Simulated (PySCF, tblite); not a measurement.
# C5H12BN2 radical: geometry, infrared bands and EPR parameters

Wanted: the infrared bands and EPR parameters of C5H12BN2 radical (`C[C](C)N1BNCC1`), by calculation.

Programs: tblite 0.8.0 and PySCF 2.14.0, with density-fitted response routines of our own. Each step states its level of theory. These are calculated values for one molecule in the gas phase, unless marked as measured. Atoms count from 0, in the outputs and in this text.

### 1 Starting geometry

20 atoms, charge 0, multiplicity 2; geometry from: force field or distance geometry start.

Bonds of the start (Å): C0–C1 1.48, C1–C2 1.52, C1–N3 1.42, N3–B4 1.51, B4–N5 1.53, N5–C6 1.46, C6–C7 1.52, C7–N3 1.46, C0–H8 1.09, C0–H9 1.13, C0–H10 1.12, C2–H11 1.11, C2–H12 1.11, C2–H13 1.10, B4–H14 1.20, N5–H15 1.02, C6–H16 1.11, C6–H17 1.11, C7–H18 1.10, C7–H19 1.10.

### 2 Relaxing the molecule with GFN2-xTB

What the job is given:

```
{"job": {"kind": "relax", "xc": "GFN2-xTB", "basis": "xTB"}, "charge": 0, "multiplicity": 2}
C     -1.871100     1.188500    -0.373700
C     -1.159500     0.134400     0.382500
C     -1.940200    -1.161300     0.194200
N      0.166500    -0.152600    -0.033900
B      0.854700     0.920600    -0.835800
N      2.283000     0.374900    -0.927800
C      2.402300    -0.517600     0.219800
C      1.143800    -0.287300     1.048100
H     -1.334600     2.122800    -0.524600
H     -2.780800     1.460000     0.246100
H     -2.284900     0.796400    -1.337700
H     -1.230600    -1.982900    -0.042600
H     -2.614600    -1.074700    -0.681800
H     -2.520600    -1.445900     1.083000
H      0.702200     2.095600    -0.645700
H      2.316400    -0.180300    -1.786500
H      2.389400    -1.585400    -0.077900
H      3.302500    -0.299900     0.839300
H      1.241900     0.707600     1.501600
H      0.929100    -1.102200     1.750300
```

The run is started by

```
$ OMP_NUM_THREADS=1 python probes_run.py task.json out
```

One launch serves the whole session: the jobs run in the order shown.

**Question.** This job is followed by: GFN2-xTB harmonic vibrations, gas phase; UKS B3LYP, pcH-1 on B C H N, non-relativistic, mean-field spin-orbit, GIAO. What will the session give for the following? strongest single infrared mode (GFN2-xTB); zero-point energy (GFN2-xTB); g(iso) (B3LYP); ⟨S²⟩; largest a(iso) (averaged by class); potential on the surface of density 0.002 e/bohr³, 1st and 99th percentile.

As calculated:

| quantity | value |
| --- | --- |
| strongest single infrared mode (GFN2-xTB) | 2703 cm⁻¹, 149 km/mol |
| zero-point energy (GFN2-xTB) | 106.1 kcal/mol |
| g(iso) (B3LYP) | 2.00273 |
| ⟨S²⟩ | 0.754 (exact 0.75) |
| largest a(iso) (averaged by class) | 13C on C1, 80.2 MHz |
| potential on the surface of density 0.002 e/bohr³, 1st and 99th percentile | -0.71 V and 1.39 V |

Relaxing lowered the energy by 2.936 eV in 166 steps; the close pair that moved most is B4–N5, from 1.532 to 1.407 Å. All 54 modes are real, so the xTB geometry is a minimum. The strongest single mode, at 2703 cm⁻¹, moves mainly H14. GFN2-xTB is a fitted tight-binding method: band positions and strengths are rough. Its intensities can rank the bands wrongly. C1 carries the largest spin population, 0.78 e. The isotropic g lies 0.4 ppt above the free-electron value. The conformer search found further structures of the same energy, which may be mirror or relabelled copies of this one.
